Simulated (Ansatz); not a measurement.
Task: a single point in a Gaussian basis of B2H6O2Sn, SMILES B[O][SnH2][BH]O, with the Python package of Ansatz (0.2.0). Give the script and its output. Level of theory: SVWN5, def2-SVP basis, multiplicity 1.

```xyz
11

B     0.6000    1.6723    0.9739
O    -0.2777    0.7212    1.6428
Sn   -1.2693   -0.2184    0.1761
B     0.2424   -1.5448   -0.8917
O     1.5703   -1.6286   -0.4980
H     1.6520    1.4598    0.6292
H     0.1545    2.8037    0.7653
H    -2.4921   -1.1604    0.8706
H    -1.9063    0.9632   -0.8872
H    -0.2140   -2.2093   -1.7691
H     2.0056   -0.9158   -0.9913
```

The script, `energy_b2h6o2sn.py`:
```python
# -*- coding: utf-8 -*-
"""Single point of B2H6O2Sn."""

import ansatz as az
import numpy as np

geometry_ang = [
    ("B", (0.6, 1.6723, 0.9739)),
    ("O", (-0.2777, 0.7212, 1.6428)),
    ("Sn", (-1.2693, -0.2184, 0.1761)),
    ("B", (0.2424, -1.5448, -0.8917)),
    ("O", (1.5703, -1.6286, -0.498)),
    ("H", (1.652, 1.4598, 0.6292)),
    ("H", (0.1545, 2.8037, 0.7653)),
    ("H", (-2.4921, -1.1604, 0.8706)),
    ("H", (-1.9063, 0.9632, -0.8872)),
    ("H", (-0.214, -2.2093, -1.7691)),
    ("H", (2.0056, -0.9158, -0.9913)),
]
b2h6o2sn = az.Crystal.molecule()
for symbol, xyz in geometry_ang:
    b2h6o2sn = b2h6o2sn.atom(symbol, xyz)

base = b2h6o2sn.calculation().basis(gaussian="def2-SVP").functional(az.LibraryFunctional("SVWN5")).forces()
print(base.to_yaml())
done = base.run()
r = done.report

print("reference energy %16.6f eV" % r["reference_energy_ev"])
print("total energy     %16.6f eV" % r["free_energy_ev"])
print("occupied orbitals outside the frozen core (up, down):", r["n_occupied"], " frozen:", r["n_frozen"], " virtual:", r["n_virtual"])

symbols = [site.symbol for site in b2h6o2sn.cartesian_sites]
forces = np.array(r["forces_ev_ang"])
print("largest force", round(float(np.linalg.norm(forces, axis=1).max()), 4), "eV/A, rms", round(float(np.sqrt((forces ** 2).mean())), 4))

charges = r["charge_distribution"]
print("dipole moment", round(4.803205 * float(np.linalg.norm(charges["dipole_moment_e_ang"])), 3), "D")
print("Mulliken:", [(s, round(q, 3)) for s, q in zip(symbols, charges["mulliken_charges_e"])])
```

```console
$ python energy_b2h6o2sn.py
crystal:
  periodic: [false, false, false]
  atoms:
    - { symbol: B, position_ang: [0.6, 1.6723, 0.9739] }
    - { symbol: O, position_ang: [-0.2777, 0.7212, 1.6428] }
    - { symbol: Sn, position_ang: [-1.2693, -0.2184, 0.1761] }
    - { symbol: B, position_ang: [0.2424, -1.5448, -0.8917] }
    - { symbol: O, position_ang: [1.5703, -1.6286, -0.498] }
    - { symbol: H, position_ang: [1.652, 1.4598, 0.6292] }
    - { symbol: H, position_ang: [0.1545, 2.8037, 0.7653] }
    - { symbol: H, position_ang: [-2.4921, -1.1604, 0.8706] }
    - { symbol: H, position_ang: [-1.9063, 0.9632, -0.8872] }
    - { symbol: H, position_ang: [-0.214, -2.2093, -1.7691] }
    - { symbol: H, position_ang: [2.0056, -0.9158, -0.9913] }
basis:
  gaussian:
    orbitals: def2-SVP
hamiltonian:
  xc:
    name: SVWN5
output:
  forces: true

reference energy    -11316.539733 eV
total energy        -11316.539733 eV
occupied orbitals outside the frozen core (up, down): [27, 27]  frozen: 0  virtual: [85, 85]
largest force 5.4293 eV/A, rms 1.3626
dipole moment 2.768 D
Mulliken: [('B', 0.04), ('O', -0.344), ('Sn', 0.356), ('B', -0.044), ('O', -0.111), ('H', -0.024), ('H', -0.025), ('H', -0.013), ('H', -0.048), ('H', 0.003), ('H', 0.211)]
```

Notes:
- Total energies depend on the basis set; only differences at equal settings carry meaning.
- The geometry is a force-field or estimated start, not a minimum of this method, and the basis set is short of its limit.
- def2 sets replace the cores of elements past krypton by effective core potentials.
- Run time: 2.7 s on 1 thread of Arm Neoverse V2, with other jobs on the host, peak memory 0.21 GiB.

(A comment or docstring line of the script was reworded after the run, the code is as it ran; lines on the test bed's own set-up are left out of the output.)
